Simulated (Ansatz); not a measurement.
**HfH₂O (triplet): wave-function methods side by side, def2-SVP**

An exercise on one series of results from a longer session: the logs are not shown, and one member is left open.

The runs use Ansatz 0.2.0, Gaussian basis; def2-SVP, core rule «outside noble gas», up to 5 orbitals frozen.

Plan: UHF; CCSD(T) on ROHF; CCSD(T) on UHF; CISD as a restricted active space (open shells left free, so some higher excitations enter); CCSDT(Q) on ROHF; CCSDT(Q) on UHF.

24 further runs of the same task are left out: 5 for a known fault of the program, 4 that didn't finish, 15 set aside as unsound or not needed. Runs told in other sessions of the task aren't counted.

## The geometry

The geometry is a PBE0/def2-TZVP stationary point (not a proven minimum). No spin-orbit coupling is included. Elements past krypton take def2 core potentials.

4 atoms, charge 0, spin multiplicity 3.

Atoms are counted from 1 here; the program's logs count them from 0.

Bond lengths: Hf1–O2 2.291 Å, O2–H3 0.968 Å, O2–H4 0.968 Å. Angles: Hf1–O2–H3 121.9°, Hf1–O2–H4 121.9°, H3–O2–H4 108.8°.

As a file:

```
Hf    0.00263    0.00000    0.21527
O    -0.05114    0.00000   -2.07498
H     0.17351   -0.78665   -2.59181
H     0.17351    0.78665   -2.59181
```

The first run:

in.yaml reads:

```yaml
crystal:
  periodic: [false, false, false]
  atoms:
    - {symbol: Hf, position_ang: [0.002625, 0.000000, 0.215268]}
    - {symbol: O, position_ang: [-0.051144, 0.000000, -2.074980]}
    - {symbol: H, position_ang: [0.173507, -0.786654, -2.591810]}
    - {symbol: H, position_ang: [0.173507, 0.786654, -2.591810]}
basis:
  gaussian: {orbitals: def2-SVP}
magnetization: {spin_polarized: true, initial_magnetization: 2}
hamiltonian: {xc: hf}
output: {orbitals: {seedname: orbitals}}
```

Launch:

```bash
ansatz run in.yaml --threads 1 --pin off --events-out ev --progress --plain --max-ram 2393MiB
```

Steps of the session up to this table: UHF; CCSD(T) on ROHF; CCSD(T) on UHF; CISD as a restricted active space (open shells left free, so some higher excitations enter); CCSDT(Q) on ROHF; CCSDT(Q) on UHF.

One of the session's tables, all rows but one given; the rest of the session is left out.

```
   method  from RCCSDT(Q) (meV)
     ROHF               +7496.6
      UHF               +7376.8
     RMP2                +755.8
     UMP2                +696.1
    RCCSD                +228.9
    UCCSD                +164.7
 RCCSD(T)                 +59.1
 UCCSD(T)                     ?
   RCCSDT                 +18.9
   UCCSDT                 -35.0
RCCSDT(Q)                     0
UCCSDT(Q)                 -52.9
```

**Question.** Estimate the row for UCCSD(T).

**Answer.** from RCCSDT(Q) (meV): -1.1. In the column «from RCCSDT(Q) (meV)» it lies between UCCSDT (-35.0) and RCCSDT(Q) (0).

Not comparable, so not listed: CISD as a restricted active space (open shells left free, so some higher excitations enter) (they don't share determinant, frozen orbitals or solution with the rows shown, or repeat one).

With the free atoms at the same levels and basis (separate runs), the atomisation energy is 9.789 eV at RCCSDT(Q), 9.758 eV at RCCSD(T), 9.751 eV at UCCSD(T), 6.935 eV at ROHF.

Limits of these values: Restricted and unrestricted rows rest on different reference determinants; a gap between their highest levels can come from leftover correlation error, from unlike frozen cores or from another state.
